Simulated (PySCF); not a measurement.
**SiF3 (trifluorosilyl): levels of theory compared**

Aim: a comparison of 3 runs (UB3LYP/STO-3G, NEVPT2(3,3)/STO-3G, UCCSD(T)/STO-3G) of SiF3 (trifluorosilyl). Input form: a Python script.

Program for the calculation: PySCF 2.14.0.

2 further runs of the same task are left out: 2 set aside as unsound or not needed.

### Step 1. The structure to begin with

The species is SiF3 (4 atoms), meant as a doublet with charge 0. As SMILES, `F[Si](F)F`. Geometry: relaxed at GFN2-xTB.

Bond lengths: F1–Si2 1.590 Å, Si2–F3 1.590 Å, Si2–F4 1.590 Å. Angles: F1–Si2–F3 104.5°, F1–Si2–F4 104.3°, F3–Si2–F4 104.5°.

### Step 2. A single-point energy at UB3LYP/STO-3G (run 1)

Contents of run.py:

```python
from pyscf import gto, dft

mol = gto.M(
    atom='''
F    0.787890  -0.508980   1.119030
Si  -0.325240   0.244050   0.268860
F   -0.962750  -0.889100  -0.646850
F    0.500100   1.154030  -0.741040
''',
    max_memory=1860,
    basis='sto-3g',
    spin=1,
    verbose=4,
)

calc0 = dft.UKS(mol)
calc0.xc = 'b3lyp'
calc0.grids.level = 5
calc0.conv_tol = 1e-10
calc0.kernel()
if not calc0.converged:
    calc0 = calc0.newton().run(calc0.mo_coeff, calc0.mo_occ)

energy = calc0.e_tot
print('Final energy', energy)
```

Command:

```bash
$ OMP_NUM_THREADS=1 python run.py
```

Standard output:

```text
PySCF version 2.14.0

[INPUT] num. atoms = 4
[INPUT] num. electrons = 41
[INPUT] charge = 0
[INPUT] spin (= nelec alpha-beta = 2S) = 1
[INPUT] symmetry False subgroup None
[INPUT] Mole.unit = angstrom
[INPUT] Symbol           X                Y                Z      unit          X                Y                Z       unit  Magmom
[INPUT]  1 F      0.787890000000  -0.508980000000   1.119030000000 AA    1.488896316284  -0.961832802881   2.114660225172 Bohr   0.0
[INPUT]  2 Si    -0.325240000000   0.244050000000   0.268860000000 AA   -0.614614524754   0.461187660700   0.508071765851 Bohr   0.0
[INPUT]  3 F     -0.962750000000  -0.889100000000  -0.646850000000 AA   -1.819333826425  -1.680155497351  -1.222369343675 Bohr   0.0
[INPUT]  4 F      0.500100000000   1.154030000000  -0.741040000000 AA    0.945052034895   2.180800639532  -1.400362647348 Bohr   0.0

nuclear repulsion = 176.933543010771
number of shells = 14
number of NR pGTOs = 72
number of NR cGTOs = 24
basis = sto-3g
ecp = {}

[... 71 lines left out ...]
converged SCF energy = -581.287198288633  <S^2> = 0.7521804  2S+1 = 2.0021792
Final energy -581.287198288633
```

Wall time 5.1 s (1 thread of Arm Neoverse V2, shared host); peak memory 0.23 GiB.

### Step 3. The energy at NEVPT2(3,3)/STO-3G (run 2)

Contents of input.py:

```python
import numpy
from pyscf import gto, scf, mp, mcscf, mrpt

mol = gto.M(
    atom=[
    ('F', (0.787890, -0.508980, 1.119030)),
    ('Si', (-0.325240, 0.244050, 0.268860)),
    ('F', (-0.962750, -0.889100, -0.646850)),
    ('F', (0.500100, 1.154030, -0.741040)),
],
    max_memory=1860,
    verbose=3,
    basis='sto-3g',
    spin=1,
    charge=0,
)

calc0 = mol.ROHF()
calc0.conv_tol = 1e-10
calc0.kernel()
if not calc0.converged:
    calc0 = calc0.newton().run(calc0.mo_coeff, calc0.mo_occ)

pt = mp.MP2(scf.addons.convert_to_uhf(calc0)).run()
noons, natorbs = mcscf.addons.make_natural_orbitals(pt)
print('natural occupations', numpy.round(noons[:40], 4))
cas = mcscf.CASSCF(calc0, 3, 3)
cas.fix_spin_(ss=0.75)
cas.natorb = True
cas.kernel(natorbs)
e_pt2 = mrpt.NEVPT(cas).kernel()
energy = cas.e_tot + e_pt2
print('Final energy', energy)
```

Command:

```bash
$ OMP_NUM_THREADS=1 python input.py
```

Standard output:

```text
converged SCF energy = -579.726703195573
E(UMP2) = -579.801393291337  E_corr = -0.0746900957642324
E(SCS-UMP2) = -579.80241598697  E_corr = -0.0757127913968732
natural occupations [2.     2.     2.     2.     2.     1.9999 1.9998 1.9998 1.9996 1.9996
 1.9995 1.9965 1.9965 1.9964 1.9961 1.9952 1.9952 1.9917 1.9833 1.9833
 1.0089 0.0213 0.0186 0.0186]
CASSCF energy = -579.741462289246
CASCI E = -579.741462289246  E(CI) = -2.84042084840837  S^2 = 0.7500000
Sr    (-1)',   E = -0.00011111564359
Si    (+1)',   E = -0.00330387562964
Sijrs (0)  ,   E = -0.02300134835982
Sijr  (+1) ,   E = -0.01946486836042
Srsi  (-1) ,   E = -0.00324787080702
Srs   (-2) ,   E = -0.00056477208973
Sij   (+2) ,   E = -0.00301535217134
Sir   (0)' ,   E = -0.01053659944629
Nevpt2 Energy = -0.063245802507845
Final energy -579.8047080917543
```

Wall time 1.1 s (1 thread of Arm Neoverse V2, shared host); peak memory 0.12 GiB.

### Step 4. The energy at UCCSD(T)/STO-3G (run 3)

Contents of job.py:

```python
from pyscf import gto, cc

mol = gto.M(
    atom='''
F        0.787890      -0.508980       1.119030
Si      -0.325240       0.244050       0.268860
F       -0.962750      -0.889100      -0.646850
F        0.500100       1.154030      -0.741040
''',
    basis='sto-3g',
    max_memory=1860,
    verbose=3,
    spin=1,
)

hf = mol.UHF()
hf.conv_tol = 1e-10
hf.kernel()
if not hf.converged:
    hf = hf.newton().run(hf.mo_coeff, hf.mo_occ)

mycc = cc.CCSD(hf, frozen=8)
mycc.kernel()
e_t = mycc.ccsd_t()
e_final = mycc.e_tot + e_t
print('E = %.10f Eh' % e_final)
```

Command:

```bash
$ OMP_NUM_THREADS=1 python job.py
```

Standard output:

```text
converged SCF energy = -579.7287106374  <S^2> = 0.7587777  2S+1 = 2.0087585
E(UCCSD) = -579.8148047513939  E_corr = -0.08609411399409526
UCCSD(T) correction = -0.00671562455662189
E = -579.8215203760 Eh
```

It took 0.74 s on 1 thread of Arm Neoverse V2, shared host; peak memory 0.12 GiB.

### Step 5. Overview of the runs

```
run               level  integration grid      active selection  energy (Eh)  dipole moment (D) of the reference  HOMO energy (eV)  LUMO energy (eV)  wall time
  1       UB3LYP/STO-3G                 5                     –  -581.287198                                0.94             -2.44              0.65      5.1 s
  2  NEVPT2(3,3)/STO-3G                 –  mp2 natural orbitals  -579.804708                                2.15                 –                 –      1.1 s
  3     UCCSD(T)/STO-3G                 –                     –  -579.821520                                2.08             -7.31              4.84     0.74 s
```

### Step 6. Outcome

```
                                                         quantity          value
                                              run 3: total energy  -579.82152 Eh
                      run 3: dipole moment (Hartree–Fock density)         2.08 D
run 3: HOMO energy (Hartree–Fock orbitals) (highest over α and β)       -7.31 eV
 run 3: LUMO energy (Hartree–Fock orbitals) (lowest over α and β)        4.84 eV
               run 3: correlation energy (8 core orbitals frozen)      -92.8 mEh
                                            run 3: (T) correction      -6.72 mEh
                         run 3: ⟨S²⟩ of the reference determinant          0.759
                                             run 3: T1 diagnostic          0.016
```

What this shows: In runs 1, 2, 3 the basis is minimal, so the values are rough. All runs together took 6.9 s, the longest 5.1 s.
